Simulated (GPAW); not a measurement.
Runs of GPAW 26.7.0 on GaGe3. The structure is cubic, space group Fm-3m (No. 225). Conventional cell: a = 6.774 Å, b = 6.774 Å, c = 6.774 Å, α = 90.00°, β = 90.00°, γ = 90.00°. Around Ge (site symmetry m-3m) lie 8 Ge at 2.93 Å. Ge (site symmetry -43m) is surrounded by 4 Ge at 2.93 Å and 4 Ga at 2.93 Å. Ga (site symmetry m-3m) is surrounded by 8 Ge at 2.93 Å. The cell comes from a database or a generator and needn't be the stable form of this composition.

```tsv
task	level	potentials or basis	cell	band path	band points	gap on the mesh (eV)	pressure (GPa)
single point	PBEsol	PAW data sets generated in the run's folder for this functional, pw	as given	-	-	none	-4.1
band structure	r2SCAN	GPAW PAW data sets (gpaw-data 1.2.1), pw	as given	GXWKGLUWLK,UX	60	-	(a)
band structure	LDA	the program's PAW data sets (release 1.2.1) made for this functional, pw	as given	GXWKGLUWLK,UX	60	-	-5.7
single point	PBEsol	PAW data sets generated in the run's folder for this functional, pw	atoms moved at random, drawn with an rms of 0.05 Å	-	-	none	-4.1
band structure	PBEsol	PAW data sets generated in the run's folder for this functional, pw	as given	GXWKGLUWLK,UX	60	-	-4.1
```

Alike in all rows: no spin polarisation; k mesh 7 × 7 × 7; cutoff (eV) 600; smearing fermi-dirac 0.05 eV.

**Question.** Estimate the missing entries.

**Answer.** (a) -3.0.

Caveats: the PAW data sets were made with another functional, which shifts forces and pressure a little (some runs).

A k mesh can miss the band edges, and the runs leave out spin-orbit coupling on Ga, Ge.

A gap of «none» marks a metal or a gap under the smearing width.
